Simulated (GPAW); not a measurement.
Runs of GPAW 26.7.0 on MnS. The structure is cubic, space group Fm-3m (No. 225). The conventional cell has a = 5.209 Å, b = 5.209 Å, c = 5.209 Å, α = 90.00°, β = 90.00°, γ = 90.00°. Mn (site symmetry m-3m) has 6 S at 2.60 Å as nearest neighbours. S (site symmetry m-3m) has 6 Mn at 2.60 Å as nearest neighbours. 

```csv
level,gap on the mesh (eV),pressure (GPa),moment (μB),relaxed volume (Å³/atom)
PBEsol+D3(BJ)+ATM,none,0.0,3.93,(c)
PBEsol+D4,none,0.0,3.93,14.56
PBEsol+D3(BJ),none,0.2,3.92,(a)
PBEsol+D3,none,0.0,3.95,(b)
PBEsol,none,-0.2,3.98,14.98
```

Alike in all rows: task relaxation of cell and atoms; potentials or basis PAW data sets generated in the run's folder for this functional, pw; spin collinear, ferromagnetic start; cell relaxed; k mesh 9 × 9 × 9; cutoff (eV) 600; smearing fermi-dirac 0.05 eV.

Q: Estimate the missing entries.

A: (a) 14.47; (b) 14.77; (c) 14.55.

Caveats: each step starts from the last one's moments, so a moment once lost doesn't come back; later steps reuse the first step's grids; the volume moved by over 15 % at a fixed basis, so the end points are rough; a cell with one magnetic atom can't hold antiferromagnetic order, which such compounds often take; semilocal functionals often make such compounds metallic where correlation or magnetic order opens a gap, which also shifts bond lengths; pairwise dispersion overbinds metals, which lowers pressure and volume (some runs).

A gap of «none» marks a metal or a gap under the smearing width.
